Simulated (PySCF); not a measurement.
# CH4B2F2: the cost of one run

Computed with PySCF 2.14.0, with density-fitted response routines of our own, on a single molecule in the gas phase. Atoms are numbered from 0 throughout.

## Step 1: The molecule as given

9 atoms, charge 0, multiplicity 1; geometry from: GFN2-xTB. The atoms were then displaced at random by about 0.01 Å, so the start is not that level's minimum.

Bonds of the start (Å): B0–C1 1.59, C1–B2 1.58, B2–F3 1.29, B2–F4 1.31, B0–H5 1.14, B0–H6 1.18, C1–H7 1.08, C1–H8 1.07.

## Step 2: Relaxing the molecule at PBE0-D3(BJ)/def2-SVP

The job: settings as JSON, then the geometry in Å.

```
{"job": {"xc": "PBE0", "basis": "def2-SVP", "d3": "d3bj", "grid": 1, "shake": 0.01, "kind": "geom"}, "charge": 0, "multiplicity": 1}
B      1.296570     0.091110     0.347300
C      0.068740    -0.353270    -0.561970
B     -1.264450     0.170380     0.111750
F     -1.867480    -0.506180     1.035640
F     -1.785660     1.337970    -0.164440
H      1.638610    -0.559020     1.215390
H      1.789480     1.150120     0.151840
H      0.040350    -1.428800    -0.628690
H      0.141650     0.080540    -1.540550
```

Launch:

```bash
> OMP_NUM_THREADS=1 python probes_run.py task.json out
```

One launch serves the whole session: the jobs run in the order shown.

Q: Estimate the wall time and peak memory of this first job on 1 thread of Arm Neoverse V1, shared host.

About 19 s, with a peak of 0.36 GiB.
